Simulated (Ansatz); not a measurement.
**CH₅O₄V: basis-set convergence**

One table from this session's results is given with a row withheld; the runs are named, their logs left out.

The runs use Ansatz 0.2.0, Gaussian basis; one geometry, several basis sets.

The runs, in order: PBE0-D4/def2-SVP; ωB97M-V/def2-SVP; PBE0-D4/def2-QZVPP; ωB97M-V/def2-QZVPP; the functionals' def2-TZVPP values are taken from earlier runs.

## The geometry

The geometry comes from an earlier relaxation with PBE0-D4 in a triple-zeta def2 set; it is a stationary point, not always the lowest conformer.

SMILES `C[O][V](=[O])([OH])[OH]`, 11 atoms, charge 0, spin multiplicity 1.

Atoms are counted from 1 here; the program's logs count them from 0.

Bond lengths: C1–O2 1.402 Å, C1–H7 1.094 Å, C1–H8 1.094 Å, C1–H9 1.094 Å, O2–V3 1.742 Å, V3–O4 1.557 Å, V3–O5 1.770 Å, V3–O6 1.777 Å, O5–H10 0.961 Å, O6–H11 0.963 Å. Angles: O2–C1–H7 111.2°, O2–C1–H8 109.4°, O2–C1–H9 109.1°, H7–C1–H8 109.1°, H7–C1–H9 109.3°, H8–C1–H9 108.8°, C1–O2–V3 134.6°, O2–V3–O4 109.2°, O2–V3–O5 108.6°, O2–V3–O6 110.4°, O4–V3–O5 110.9°, O4–V3–O6 107.2°, O5–V3–O6 110.7°, V3–O5–H10 121.1°, V3–O6–H11 117.4°.

Set-up of the first run:

Contents of in.yaml:

```yaml
crystal:
  periodic: [false, false, false]
  atoms:
    - {symbol: C, position_ang: [-0.455077, -0.872354, 1.700601]}
    - {symbol: O, position_ang: [-0.637020, -0.103067, 0.542500]}
    - {symbol: V, position_ang: [0.373344, 0.332339, -0.808087]}
    - {symbol: O, position_ang: [1.820686, -0.181528, -0.551378]}
    - {symbol: O, position_ang: [0.351473, 2.093151, -0.983990]}
    - {symbol: O, position_ang: [-0.206318, -0.453679, -2.292466]}
    - {symbol: H, position_ang: [0.589112, -1.179907, 1.810881]}
    - {symbol: H, position_ang: [-1.087642, -1.763185, 1.647803]}
    - {symbol: H, position_ang: [-0.750982, -0.281319, 2.571931]}
    - {symbol: H, position_ang: [1.167737, 2.597378, -1.032962]}
    - {symbol: H, position_ang: [-1.099815, -0.244629, -2.584530]}
basis:
  gaussian: {orbitals: def2-SVP}
hamiltonian: {xc: pbe0, dispersion: d4}
output: {orbitals: {seedname: orbitals}}
```

Among the steps run: PBE0-D4 in def2-SVP; ωB97M-V in def2-SVP; PBE0-D4 in def2-QZVPP; ωB97M-V in def2-QZVPP.

One table of the session follows, with a row left open; its other results are not shown here.

It belongs to the step «Density functionals: the series». 

| functional | basis | HOMO (eV) | LUMO (eV) |
| --- | --- | --- | --- |
| PBE0-D4 | def2-SVP | -8.42 | -2.10 |
| PBE0-D4 | def2-TZVPP | ? | ? |
| PBE0-D4 | def2-QZVPP | -8.65 | -2.20 |
| ωB97M-V | def2-SVP | -10.72 | 0.17 |
| ωB97M-V | def2-TZVPP | -10.95 | 0.06 |
| ωB97M-V | def2-QZVPP | -10.98 | 0.03 |

**Question.** Estimate the row for PBE0-D4, def2-TZVPP.

**Answer.** HOMO (eV): -8.62; LUMO (eV): -2.17. In the column «HOMO (eV)» it lies between PBE0-D4, def2-QZVPP (-8.65) and PBE0-D4, def2-SVP (-8.42).
